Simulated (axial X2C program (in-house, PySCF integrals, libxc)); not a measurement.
# CoAl: bond curves with and without spin–orbit coupling

What are the state, bond length, wavenumber and bond energy of CoAl, and what does spin–orbit coupling change?

Method: all-electron X2C, Co dyall-cv3z, Al dyall-v3z; program: an in-house X2C program for linear molecules on PySCF integrals.

All values are calculated.

## 1. Set-up

Input file task.json:

```json
{
 "zs": [
  27,
  13
 ],
 "q": 0,
 "bas": [
  "dyall-cv3z",
  "dyall-v3z"
 ],
 "levels": [
  "PBE0",
  "HF",
  "r2SCAN0"
 ],
 "cc": true,
 "r0": 2.37,
 "thr": -2.0,
 "nmax": 90,
 "npts": 10,
 "nst": 2,
 "ntry": 6
}
```

Keys: zs atomic numbers; q charge; bas basis sets; levels methods (HF also brings MP2); cc coupled cluster on or off; r0 starting distance in Å; thr threshold in hartree for freezing inner shells (an s shell follows its p shell); nmax most natural virtual spinors; npts points asked for on the curve; nst determinants followed; ntry starts of the search.

The run is started by

```sh
$ python so2c.py task.json out
```

Spin-free means the one-electron spin-free X2C Hamiltonian; two-component (2c) means X2C with spin–orbit coupling and atomic mean-field two-electron Coulomb and Gaunt terms. Basis: Co dyall-cv3z contracted to [9s10p6d3f2g], Al dyall-v3z contracted to [8s8p2d1f]; Gaussian nuclei, density fitting. Masses: Co 58.933 u, Al 26.982 u.

Notation: σ, π±, δ± give the projection m of an orbital's angular momentum (0, ±1, ±2), α and β its spin, Λ and M_S the sums; ω is the projection of a spinor's total angular momentum and Ω the sum. Logs are in hartree.

The results follow Hamiltonian by Hamiltonian and level by level.

## 2. State search with PBE0

Determinants are compared with PBE0 at 2.370 Å.

Spin-free determinants:

```json
{"ΔE (eV)": "0.00", "state": "M_S = 1, Λ = 2", "open shells": "beyond closed shells: σα, δ+α, δ+β, δ-α"}
{"ΔE (eV)": "0.26", "state": "M_S = 1, Λ = 3", "open shells": "beyond closed shells: π+α, π+β, π-α, δ+α, δ+β, δ-α"}
{"ΔE (eV)": "0.42", "state": "M_S = 1, Λ = 1", "open shells": "beyond closed shells: π+α, π-α, π-β, δ+α, δ+β, δ-α"}
{"ΔE (eV)": "0.49", "state": "M_S = 1, Λ = 0", "open shells": "beyond closed shells: δ+α, δ-α"}
{"ΔE (eV)": "0.65", "state": "M_S = 1, Λ = 0", "open shells": "beyond closed shells: π+α, π-α"}
{"ΔE (eV)": "0.94", "state": "M_S = 2, Λ = 3", "open shells": "beyond closed shells: 2 × σα, π+α, δ+α, δ+β, δ-α"}
{"ΔE (eV)": "0.94", "state": "M_S = 2, Λ = 1", "open shells": "beyond closed shells: 2 × σα, π-α, δ+α, δ+β, δ-α"}
```

Two-component determinants:

| ΔE (eV) | state | open shells |
| --- | --- | --- |
| 0.00 | Ω = 3 | excess of +ω over −ω: ω = 1/2, ω = 5/2 |
| 0.12 | Ω = 1 | excess of +ω over −ω: ω = -1/2, ω = 3/2 |
| 0.24 | Ω = 4 | excess of +ω over −ω: ω = 3/2, ω = 5/2 |
| 0.40 | Ω = 2 | excess of +ω over −ω: ω = 1/2, ω = 3/2 |
| 0.44 | Ω = 2 | excess of +ω over −ω: ω = -1/2, ω = 5/2 |
| 0.55 | Ω = 1 | excess of +ω over −ω: ω = -3/2, ω = 5/2 |
| 0.94 | Ω = 5 | excess of +ω over −ω: 2 × ω = 1/2, ω = 3/2, ω = 5/2 |

## 3. PBE0, spin-free

State followed: M_S = 1, Λ = 2 (beyond closed shells: σα, δ+α, δ+β, δ-α). The scan is laid around 2.422 Å, a first estimate of the minimum, and this SCF restarts from the orbitals of the search.

Output at 2.422 Å:

```text
spin-free X2C-1e  PBE0
basis functions 157  fitting functions 906  grid points 5079
iter        total energy     max residual
   1      -1635.275545250     1.02e+00
   2      -1635.780295281     6.11e-02
   3      -1635.793848953     4.59e-02
   4      -1635.795172264     4.94e-02
   5      -1635.803443410     3.01e-03
   6      -1635.803483256     2.19e-03
   7      -1635.803517663     3.65e-04
   8      -1635.803518615     4.12e-04
   9      -1635.803519678     9.73e-05
  10      -1635.803519856     4.69e-05
  11      -1635.803519968     3.84e-05
  12      -1635.803519993     2.08e-05
  13      -1635.803520005     8.29e-06
  14      -1635.803520007     3.56e-06
converged
one-electron -2421.56595164  Coulomb 787.39231197  exact exchange -19.16087350  xc functional -59.15818976  nuclear repulsion 76.68918292
```

Along the bond, energies from the lowest point:

```tsv
R (Å)	E (eV)	μ (D)	HOMO (eV)	LUMO (eV)	iterations
2.107	0.3920	-0.89	-4.76	-2.04	30
2.204	0.1629	-0.78	-4.79	-2.00	21
2.277	0.0643	-0.67	-4.82	-1.98	19
2.349	0.0135	-0.55	-4.83	-1.96	17
2.422	0.0000	-0.42	-4.84	-1.95	14
2.507	0.0201	-0.24	-4.85	-1.96	15
2.591	0.0690	-0.05	-4.84	-1.98	14
2.700	0.1615	0.20	-4.83	-2.00	14
2.834	0.3034	0.54	-4.78	-2.04	15
3.027	0.5368	1.03	-4.56	-2.11	18
```

Dipoles are positive if Al is the positive end.

Outer orbitals at the reference distance:

| symmetry | occupied | ε (eV) | atomic character |
| --- | --- | --- | --- |
| σα | yes | -9.42 | 44% Al s, 37% Co d, 11% Co s |
| σβ | yes | -9.32 | 66% Al s, 17% Co s, 12% Co p |
| σα | yes | -7.98 | 62% Co d, 23% Al s, 10% Co s |
| δ-α | yes | -7.70 | 100% Co d |
| δ+α | yes | -7.70 | 100% Co d |
| π-α | yes | -7.33 | 97% Co d |
| π+α | yes | -7.33 | 97% Co d |
| π+β | yes | -5.90 | 92% Co d, 6% Al p |
| π-β | yes | -5.64 | 90% Co d, 7% Al p |
| δ+β | yes | -5.41 | 100% Co d |
| σα | yes | -4.97 | 41% Al p, 40% Co s, 9% Al s |
| σβ | yes | -4.84 | 59% Al p, 26% Co s, 9% Al s |
| π-α | no | -1.95 | 70% Al p, 27% Co p, 3% Co d |
| π+α | no | -1.95 | 70% Al p, 27% Co p, 3% Co d |
| π+β | no | -1.95 | 71% Al p, 21% Co p, 8% Co d |
| π-β | no | -1.91 | 70% Al p, 20% Co p, 10% Co d |

PBE0 fields in the half plane through the axis: z from -2.4 to 4.8 Å across, distance from the axis 0.15 to 2.25 Å upwards; Co lies at z = 0 and Al at z = 2.422 Å; the ELF is damped to zero where the density is low.

log10 density (e/bohr³). Ten even steps from '0' (-4.17 ) to '9' (1.37 ):
```
0001111222222111122111100
0011222222222222222222110
0112223333333333333322211
1122333344433333333333221
1122344444444444444433322
1223345565554444554443322
1223456777655556765444332
1223456898655557986544332
```

ELF. Ten even steps from '0' (0.00 ) to '9' (1.00 ):
```
0000111111110000012332100
0001222122332111246776410
0012322112444322478999852
0123322112456544689999985
0222221111356754469999997
1222222222246730004999999
1211113777325603740799999
1111004757314408381399999
```

Re = 2.417 Å, ωe = 285.2 cm⁻¹, ωexe = 1.16 cm⁻¹, Be = 0.156 cm⁻¹, De = 1.76 eV, μ = -0.43 D.

## 4. HF, spin-free

Output at 2.422 Å:

```text
spin-free X2C-1e  HF
basis functions 157  fitting functions 906  grid points 5079
iter        total energy     max residual
   1      -1634.127950737     2.27e-01
   2      -1634.159712683     2.44e-02
   3      -1634.162379225     7.94e-02
   4      -1634.167931723     1.37e-02
   5      -1634.168705841     4.16e-03
   6      -1634.169779687     1.57e-02
   7      -1634.170264806     1.27e-02
   8      -1634.170768056     2.09e-03
   9      -1634.170916886     3.24e-03
  10      -1634.171019817     2.98e-03
  11      -1634.171083979     8.65e-04
  12      -1634.171122837     7.29e-04
  13      -1634.171150510     1.18e-03
  14      -1634.171172551     7.61e-04
  15      -1634.171193412     6.30e-04
  16      -1634.171225832     8.25e-04
  17      -1634.175169262     1.05e-02
  18      -1634.187132719     2.57e-02
  19      -1634.188152176     5.72e-02
  20      -1634.202750979     2.59e-02
  21      -1634.208312910     1.71e-02
  22      -1634.211485513     1.56e-02
  23      -1634.213104550     1.14e-02
  24      -1634.214245121     6.49e-03
  25      -1634.214875171     3.66e-03
  26      -1634.215089571     2.01e-03
  27      -1634.215170311     1.72e-03
  28      -1634.215194549     1.48e-03
  29      -1634.215205584     9.54e-04
  30      -1634.215210048     4.49e-04
  31      -1634.215211296     8.77e-05
  32      -1634.215211502     3.29e-05
  33      -1634.215211531     1.10e-05
  34      -1634.215211536     4.89e-06
  35      -1634.215211537     2.35e-06
converged
one-electron -2417.61436937  Coulomb 783.54246881  exact exchange -76.83249390  xc functional 0.00000000  nuclear repulsion 76.68918292
```

No constants are quoted: the solution changes its character somewhere along the scan, so the fit is set aside.

## 5. r2SCAN0, spin-free

Output at 2.422 Å:

```text
spin-free X2C-1e  r2SCAN0
basis functions 157  fitting functions 906  grid points 5079
iter        total energy     max residual
   1      -1636.022165110     7.88e-02
   2      -1636.023410333     9.24e-03
   3      -1636.024004577     2.12e-02
   4      -1636.024217662     1.87e-03
   5      -1636.024301506     3.48e-03
   6      -1636.024411796     4.94e-03
   7      -1636.024425102     1.24e-03
   8      -1636.024429210     6.75e-04
   9      -1636.024429814     2.12e-04
  10      -1636.024429868     2.76e-05
  11      -1636.024429878     3.18e-05
  12      -1636.024429880     1.07e-05
converged
one-electron -2421.71745063  Coulomb 787.58126352  exact exchange -19.17313316  xc functional -59.40429253  nuclear repulsion 76.68918292
```

Re = 2.406 Å, ωe = 290.5 cm⁻¹, ωexe = 1.26 cm⁻¹, Be = 0.1573 cm⁻¹, De = 1.28 eV, μ = -0.29 D. ⟨S²⟩ = 2.24 against 2.00 for a pure state, so this determinant mixes spins.

## 6. Correlated methods, spin-free

Correlated methods: 12 electrons correlated (frozen shells, counted by type: Co 3 s, 2 p; Al 2 s, 1 p), 222 virtual spinors in MP2, 90 natural virtuals in coupled cluster.

Output of the correlated part at 2.422 Å:

```text
correlated 12  virtual 222  natural virtual 90  E(MP2) -0.306245726  MP2 remainder -0.028648950
iter   CCSD correlation   residual
   1     -0.279836353   1.63e-01
   2     -0.291742988   9.18e-02
   3     -0.296976771   6.56e-02
   4     -0.301302475   4.82e-02
   5     -0.305029253   3.35e-02
   6     -0.306860683   2.34e-02
   7     -0.307885784   1.60e-02
   8     -0.308887382   1.17e-02
   9     -0.309164732   7.01e-03
  10     -0.309571481   3.72e-03
  11     -0.309530609   1.74e-03
  12     -0.309612698   1.00e-03
  13     -0.309617351   5.74e-04
  14     -0.309614611   3.40e-04
  15     -0.309609098   2.26e-04
  16     -0.309601703   1.36e-04
  17     -0.309597669   7.85e-05
  18     -0.309595434   5.24e-05
  19     -0.309593476   3.34e-05
  20     -0.309593506   1.79e-05
  21     -0.309593384   1.09e-05
  22     -0.309593478   5.89e-06
  23     -0.309593557   3.24e-06
  24     -0.309593601   1.82e-06
  25     -0.309593636   1.22e-06
  26     -0.309593661   8.06e-07
  27     -0.309593674   5.17e-07
(T) -0.014045776  T1 0.1482  D1 0.4246  max T2 0.137
```

T1 in the output is the amplitude norm over the root of the electron number; divide by √2 for the Lee–Taylor value.

MP2: No constants are quoted: the reference changes its character somewhere along the scan, so the fit is set aside.

CCSD: No constants are quoted: the reference changes its character somewhere along the scan, so the fit is set aside.

CCSD(T): No constants are quoted: the reference changes its character somewhere along the scan, so the fit is set aside.

## 7. A higher determinant, spin-free

State: M_S = 1, Λ = 3 (beyond closed shells: π+α, π+β, π-α, δ+α, δ+β, δ-α).

Output at the reference distance:

```text
spin-free X2C-1e  PBE0
basis functions 157  fitting functions 906  grid points 5079
iter        total energy     max residual
   1      -1635.254298754     1.01e+00
   2      -1635.768813937     5.97e-02
   3      -1635.784163153     4.43e-02
   4      -1635.793245509     1.09e-02
   5      -1635.794177388     2.41e-03
   6      -1635.794240387     8.56e-04
   7      -1635.794249119     1.84e-04
   8      -1635.794250183     1.17e-04
   9      -1635.794251132     2.03e-04
  10      -1635.794251344     4.15e-05
  11      -1635.794251402     1.84e-05
  12      -1635.794251415     1.27e-05
  13      -1635.794251420     7.21e-06
converged
one-electron -2421.18496424  Coulomb 786.99485937  exact exchange -19.15765557  xc functional -59.13567390  nuclear repulsion 76.68918292
```

```tsv
R (Å)	E above the lowest PBE0 point (eV)
2.107	0.727
2.204	0.465
2.277	0.346
2.349	0.279
2.422	0.252
2.507	0.259
2.591	0.298
2.700	0.381
2.834	0.516
```

Re = 2.447 Å, ωe = 281.6 cm⁻¹, ωexe = 1.08 cm⁻¹, Be = 0.1521 cm⁻¹, μ = -0.17 D. Te = 0.25 eV.

## 8. The spin-free curves together

Energy (eV) of the followed determinant, spin-free, from each level's lowest point:

```tsv
R (Å)	PBE0	HF (jumps)	MP2 (its reference jumps)	CCSD (its reference jumps)	CCSD(T) (its reference jumps)	r2SCAN0
2.107	0.392	1.682	1.059	n/a	n/a	0.375
2.204	0.163	0.922	0.442	0.133	0.096	0.150
2.277	0.064	0.648	0.281	0.056	0.031	0.056
2.349	0.014	0.441	0.166	0.016	0.003	0.009
2.422	0.000	0.286	0.088	0.000	0.000	0.000
2.507	0.020	0.160	0.032	0.004	0.019	0.025
2.591	0.069	0.078	0.006	0.023	0.051	0.079
2.700	0.161	0.021	0.000	0.059	0.103	0.176
2.834	0.303	0.000	0.016	n/a	n/a	0.323
3.027	0.537	0.016	0.046	n/a	n/a	0.559
```

(Part 1 of 2 ends here.)
